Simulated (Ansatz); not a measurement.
# C₂H₁₀OSi₂: how energies converge with the basis set

How large a basis does C₂H₁₀OSi₂ need? Two functionals are run in growing sets.

Method: one geometry, several basis sets; program: Ansatz 0.2.0, Gaussian basis.

Levels to be run: PBE0-D4/def2-SVP; ωB97M-V/def2-SVP; PBE0-D4/def2-QZVPP; ωB97M-V/def2-QZVPP; the functionals' def2-TZVPP values are taken from earlier runs.

## Step 1: The geometry

All runs share one geometry, relaxed beforehand with PBE0-D4 in a triple-zeta def2 set.

SMILES `O[SiH2]CC[SiH3]`, 15 atoms, charge 0, spin multiplicity 1.

Atoms are counted from 1 here; the program's logs count them from 0.

Bond lengths: O1–Si2 1.650 Å, O1–H6 0.959 Å, Si2–C3 1.874 Å, Si2–H7 1.484 Å, Si2–H8 1.494 Å, C3–C4 1.534 Å, C3–H9 1.098 Å, C3–H10 1.096 Å, C4–Si5 1.878 Å, C4–H11 1.097 Å, C4–H12 1.096 Å, Si5–H13 1.487 Å, Si5–H14 1.487 Å, Si5–H15 1.494 Å. Angles: Si2–O1–H6 117.3°, O1–Si2–C3 113.3°, O1–Si2–H7 105.3°, O1–Si2–H8 110.7°, C3–Si2–H7 109.5°, C3–Si2–H8 108.1°, H7–Si2–H8 109.8°, Si2–C3–C4 116.3°, Si2–C3–H9 106.0°, Si2–C3–H10 107.9°, C4–C3–H9 109.7°, C4–C3–H10 110.7°, H9–C3–H10 105.7°, C3–C4–Si5 116.1°, C3–C4–H11 110.3°, C3–C4–H12 110.5°, Si5–C4–H11 106.2°, Si5–C4–H12 107.6° and more.

## Step 2: PBE0-D4 in def2-SVP

File in.yaml:

```yaml
crystal:
  periodic: [false, false, false]
  atoms:
    - {symbol: O, position_ang: [-1.575347, 1.267226, -1.187274]}
    - {symbol: Si, position_ang: [-0.754110, -0.073780, -1.685685]}
    - {symbol: C, position_ang: [-0.231314, -1.190407, -0.275048]}
    - {symbol: C, position_ang: [0.921254, -0.683710, 0.600640]}
    - {symbol: Si, position_ang: [0.561829, 0.840916, 1.636423]}
    - {symbol: H, position_ang: [-1.084123, 1.924487, -0.690656]}
    - {symbol: H, position_ang: [-1.694708, -0.801864, -2.572253]}
    - {symbol: H, position_ang: [0.468976, 0.310135, -2.452054]}
    - {symbol: H, position_ang: [0.045859, -2.148530, -0.734652]}
    - {symbol: H, position_ang: [-1.117746, -1.400160, 0.334961]}
    - {symbol: H, position_ang: [1.236836, -1.464404, 1.303072]}
    - {symbol: H, position_ang: [1.802557, -0.465963, -0.013869]}
    - {symbol: H, position_ang: [1.693626, 1.116063, 2.560637]}
    - {symbol: H, position_ang: [-0.685260, 0.667836, 2.427817]}
    - {symbol: H, position_ang: [0.389970, 2.051156, 0.777342]}
basis:
  gaussian: {orbitals: def2-SVP}
hamiltonian: {xc: pbe0, dispersion: d4}
output: {orbitals: {seedname: orbitals}}
```

Launch:

```bash
ansatz run in.yaml --threads 2 --pin off --events-out ev --progress --plain --max-ram 32768MiB --backend cpu
```

Further steps of the session: ωB97M-V in def2-SVP; PBE0-D4 in def2-QZVPP; ωB97M-V in def2-QZVPP.

**Question.** What will the summary of the whole plan be? Wanted: PBE0-D4: double and triple zeta above quadruple; ωB97M-V: double and triple zeta above quadruple.

**Answer**, as computed:

| quantity | value |
| --- | --- |
| PBE0-D4: double and triple zeta above quadruple | 11.43, 0.79 eV |
| ωB97M-V: double and triple zeta above quadruple | 11.66, 0.74 eV |

For PBE0-D4 the step from double to triple zeta gains 10.63 eV and the next only 0.79 eV. These are total energies; as a rule much of such shifts cancels in differences, which this series doesn't test. The LUMO of ωB97M-V is positive and keeps falling with the basis (2.45 to 1.43 eV): an unbound level that the basis holds in place.
